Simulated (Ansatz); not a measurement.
# CHCl3 (chloroform) at CCSD/6-311+G(d,p)

Aim: the electronic atomisation energy of CHCl3 (chloroform) at CCSD/6-311+G**, from 4 runs. 

The calculation is run with Ansatz 0.2.0.

47 further runs of the same task are left out: 2 that didn't finish, 45 set aside as unsound or not needed.

## (1) The system as given

The species is CHCl3 (5 atoms), meant as a singlet with charge 0. As SMILES, `ClC(Cl)Cl`. The coordinates come from a PBE0-D4/def2-TZVP relaxation.

Bond lengths: Cl1–C2 1.759 Å, C2–Cl3 1.759 Å, C2–Cl4 1.759 Å, C2–H5 1.085 Å. Angles: Cl1–C2–Cl3 111.2°, Cl1–C2–Cl4 111.2°, Cl3–C2–Cl4 111.1°, Cl1–C2–H5 107.7°, Cl3–C2–H5 107.7°, Cl4–C2–H5 107.7°.

## (2) The energy at CCSD/6-311+G(d,p)

molecule.yaml reads:

```yaml
crystal:
  periodic: [false, false, false]
  atoms:
    - {symbol: Cl, position_ang: [-0.671480, 0.393200, 1.545220]}
    - {symbol: C, position_ang: [0.050100, 0.086910, -0.029470]}
    - {symbol: Cl, position_ang: [1.233860, -1.211460, 0.056410]}
    - {symbol: Cl, position_ang: [-1.182490, -0.256800, -1.236530]}
    - {symbol: H, position_ang: [0.570000, 0.988150, -0.335650]}
basis:
  gaussian:
    orbitals: 6-311+G_st__st_-spherical.json
scf:
  omitted_lower_state_checks: [cluster_reference, increment]
correlation:
  method: ccsd
  frozen_orbitals: {C: 1, Cl: 5, H: 0}
accuracy: high
```

The basis set 6-311+G** is read from a file made from the Basis Set Exchange's data (not shown).

Command:

```
$ ansatz run molecule.yaml --threads 1 --pin off --max-ram 3480MiB --events-out events.jsonl --progress --plain --runs-dir runs
```

Log:

```text
Warning: RAYON_NUM_THREADS=1 ignored (pool sized by the plan → 1); use --threads N
[... 12 lines left out ...]
16 core orbitals not correlated: weight in the atoms' cores, before any rotation towards them, 1.000 or more for the frozen orbitals, at most 0.000 for the correlated occupied ones
[... 22 lines left out ...]
Total energy: -38573.94586577 eV, -1417.5663642076 hartree
Checks for a lower state left out: cluster_reference, increment
```

Run time: 28 s. Hardware: 1 thread of Arm Neoverse V2, shared host; peak memory 0.89 GiB.

## (3) The C atom

molecule.yaml reads:

```yaml
crystal:
  periodic: [false, false, false]
  atoms:
    - symbol: C
      position_ang: [0.000000, 0.000000, 0.000000]
basis:
  gaussian:
    orbitals: 6-311+G_st__st_.json
magnetization:
  spin_polarized: true
  initial_magnetization: 2
correlation:
  method: ccsd
  frozen_orbitals: {C: 1}
accuracy: high
scf:
  omitted_lower_state_checks: [cluster_reference, increment]
```

The basis set 6-311+G** is read from a file made from the Basis Set Exchange's data (not shown).

Run the same way, it converges to -37.76650 Eh (log not shown).

## (4) The Cl atom, same level

job.yaml reads:

```yaml
basis:
  gaussian: {orbitals: 6-311+G_st__st_-spherical.json}
crystal:
  periodic: [false, false, false]
  atoms:
    - {symbol: Cl, position_ang: [0.000000, 0.000000, 0.000000]}
magnetization: {spin_polarized: true, initial_magnetization: 1}
correlation: {method: ccsd, frozen_orbitals: {Cl: 5}}
accuracy: high
scf: {omitted_lower_state_checks: [cluster_reference, increment]}
```

The basis set 6-311+G** is read from a file made from the Basis Set Exchange's data (not shown).

Run the same way, it converges to -459.60276 Eh (log not shown).

## (5) The H atom: a single-point energy at UHF/6-311+G(d,p)

molecule.yaml reads:

```yaml
crystal:
  periodic: [false, false, false]
  atoms:
    - {symbol: H, position_ang: [0.000000, 0.000000, 0.000000]}
basis:
  gaussian:
    orbitals: 6-311+G_st__st_.json
magnetization:
  spin_polarized: true
  initial_magnetization: 1
hamiltonian:
  xc: hf
accuracy: high
```

The basis set 6-311+G** is read from a file made from the Basis Set Exchange's data (not shown).

Run the same way, it converges to -0.49981 Eh (log not shown).

## (6) What came out

Level: CCSD/6-311+G**, 16 core orbitals frozen.

| quantity | value |
| --- | --- |
| molecule: total energy | -1417.56636 Eh |
| molecule: correlation energy (16 core orbitals frozen) | -605.9 mEh |
| molecule: T1 diagnostic | 0.010 |
| C atom: total energy | -37.76650 Eh |
| C atom: correlation energy (1 core orbital frozen) | -76.9 mEh |
| C atom: ⟨S²⟩ of the reference determinant | 2.008 |
| C atom: T1 diagnostic | 0.008 |
| Cl atom: total energy | -459.60276 Eh |
| Cl atom: correlation energy (5 core orbitals frozen) | -128.5 mEh |
| Cl atom: ⟨S²⟩ of the reference determinant | 0.755 |
| Cl atom: T1 diagnostic | 0.006 |
| H atom: total energy | -0.49981 Eh |
| H atom: ⟨S²⟩ | 0.750 |
| electronic atomisation energy | 13.382 eV |

In words: Taking the molecule apart into free atoms costs 13.38 eV (1291 kJ/mol), before zero-point energy and without spin-orbit coupling.
